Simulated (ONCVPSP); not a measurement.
# Mo: generating and testing an ONCV potential

Do these settings give a usable potential? It is generated, then checked for transferability, scattering, ghosts and hardness.

Program: ONCVPSP 4.0.1. Reference atom: PBEsol, scalar-relativistic, spherical and spin-unpolarised. All values are calculated.

## Step 1: The atom and the settings

Typed settings, in words:

```
element                 : molybdenum (Mo, Z = 42)
type                    : optimised norm-conserving Vanderbilt (ONCV)
frozen core             : [Ar] 3d10
valence charge          : 14
reference configuration : 4s2 4p6 4d4 (charge +2)
partial waves           : 4s: rc 1.05 bohr, ncon 4, nbas 9, qcut 6.9 1/bohr, 2 projectors, debl 3.2 Ha; 4p: rc 1.15 bohr, ncon 4, nbas 8, qcut 6.2 1/bohr, 3 projectors, debl 3.9 Ha; 4d: rc 2.05 bohr, ncon 5, nbas 9, qcut 6.2 1/bohr, 2 projectors, debl 1 Ha; f scattering state at 0.33 Ha: rc 1.75 bohr, ncon 4, nbas 7, qcut 6.8 1/bohr, 2 projectors, debl 3.8 Ha
local potential         : polynomial inside 0.65 bohr (lpopt 5, dvloc0 -1 Ha)
core correction         : Teter function, fcfact 1.75, rcfact 1.35
```

## Step 2: Generation

Input file Mo.dat:

```
# ATOM AND REFERENCE CONFIGURATION
# atsym  z   nc   nv     iexc    psfile
  Mo 42.00    6    3  -116133      upf
#
#   n    l    f
    1    0    2.00
    2    0    2.00
    2    1    6.00
    3    0    2.00
    3    1    6.00
    3    2   10.00
    4    0    2.00
    4    1    6.00
    4    2    4.00
#
# PSEUDOPOTENTIAL AND OPTIMIZATION
# lmax
    3
#
#   l,   rc,      ep,       ncon, nbas, qcut
    0    1.05    0.00    4    9    6.90
    1    1.15    0.00    4    8    6.20
    2    2.05    0.00    5    9    6.20
    3    1.75    0.33    4    7    6.80
#
# LOCAL POTENTIAL
# lloc, lpopt,  rc(5),   dvloc0
    4    5    0.65   -1.00
#
# VANDERBILT-KLEINMAN-BYLANDER PROJECTORs
# l, nproj, debl
    0    2    3.20
    1    3    3.90
    2    2    1.00
    3    2    3.80
#
# MODEL CORE CHARGE
# icmod, fcfact, rcfact
    3    1.75    1.35
#
# LOG DERIVATIVE ANALYSIS
# epsh1, epsh2, depsh
   -5.00    5.00    0.04
#
# OUTPUT GRID
# rlmax, drl
    6.00    0.01
#
# TEST CONFIGURATIONS
# ncnf
    4
# nvcnf
#   n    l    f
    4
    4    0    2.00
    4    1    6.00
    4    2    5.00
    5    0    1.00
#
    3
    4    0    2.00
    4    1    6.00
    4    2    5.00
#
    3
    4    0    2.00
    4    1    6.00
    4    2    3.00
#
    4
    4    0    2.00
    4    1    6.00
    4    2    4.00
    5    0    1.00
#
```

On the command line:

```console
$ oncvpsp.x < Mo.dat > Mo.out
```

Before running it: what results should come out? Wanted: cutoffs for 1 and 0.1 mHa per electron, occupied waves; bound ghosts; GHOST(+) flags; largest test error; largest phase difference near zero energy, channels read; rms error of d²Exc/dn², without and with the model core.

**Answer**, as computed:

```
                                                quantity                                                                          value
  cutoffs for 1 and 0.1 mHa per electron, occupied waves                                                              113 Ha and 173 Ha
                                            bound ghosts                                                                s at -258.89 eV
                                          GHOST(+) flags  p at 333 eV, d at 42 eV, f at 54 eV (1 near or above the test basis's cutoff)
                            largest test error (AE − PS)                                                      +4.4 meV, for 4s2 4p6 4d3
largest phase difference near zero energy, channels read                                                                      0.007 rad
 rms error of d²Exc/dn², without and with the model core                                                              3.38 and 1.35 mHa
```

What this shows: It has a bound ghost (s), a state that the atom doesn't have, and that rules the file out. By total energies transferability is very good: the largest error is 4.4 meV on 26.7 eV, for 4s2 4p6 4d3. Atomic tests can pass in spite of a ghost, since they solve only for the levels asked. It counts as very hard, with 113 Ha needed at the looser tolerance. At the looser tolerance the 4p wave is the slowest; 4s needs 40 Ha. Near zero energy the phases of the channels with partial waves agree within 0.007 rad. The program also flags highly localised states, GHOST(+) (p, d, f). These are tests on the free atom; a crystal test is still owed.
